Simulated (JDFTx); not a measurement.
Runs of JDFTx 1.7.0 (patched build) on AlBrH2. The cell holds a molecule in a box, 4 atoms: a = 12.000 Å, b = 12.000 Å, c = 11.000 Å, α = 90.00°, β = 90.00°, γ = 90.00°. 

| task | level | smearing | check on overlapping cores | liquid model | variant of the liquid model | solvent | density cutoff over wavefunction cutoff | gap on the mesh (eV) | largest force (eV/Å) |
| --- | --- | --- | --- | --- | --- | --- | --- | --- | --- |
| solvation | PBE+D2 | fixed | none | LinearPCM | GLSSA13 | DMC | 4 | - | 0.20 |
| solvation | PBE+D2 | fixed | none | LinearPCM | GLSSA13 | Glyme | 4 | - | 0.23 |
| single point | PBE | fermi-dirac 0.05 eV | - | - | - | - | 8 | 4.51 | 0.13 |
| solvation | PBE+D2 | fixed | none | LinearPCM | GLSSA13 | methanol | 4 | - | (a) |
| single point | PBE+D2 | fixed | none | - | - | - | 4 | 4.51 | (b) |
| solvation | PBE+D2 | fixed | none | LinearPCM | GLSSA13 | DMSO | 4 | - | 4.75 |
| solvation | PBE+D2 | fixed | none | LinearPCM | GLSSA13 | DMF | 4 | - | 2.10 |

Alike in all rows: potentials or basis PseudoDojo-SR-PBE-0.5-standard with smoothed tails; no spin polarisation; cell as given; k mesh 1 × 1 × 1; cutoff (eV) 980.

Estimate the missing entries.

(a) 2.90; (b) 0.12.

Caveats: forces may be off by hundredths of an eV/Å (some runs); the minimiser leaves empty levels unsolved, so they aren't listed (some runs); forces in the liquid are good to some per cent (some runs); the liquid is a continuum model, checked here against plausible ranges alone (some runs); the model isn't fitted for this solvent (some runs); the empty levels aren't tightly converged (some runs).

A k mesh can miss the band edges, and the runs leave out spin-orbit coupling on Br.

A gap of «none» marks a metal or a gap under the smearing width.
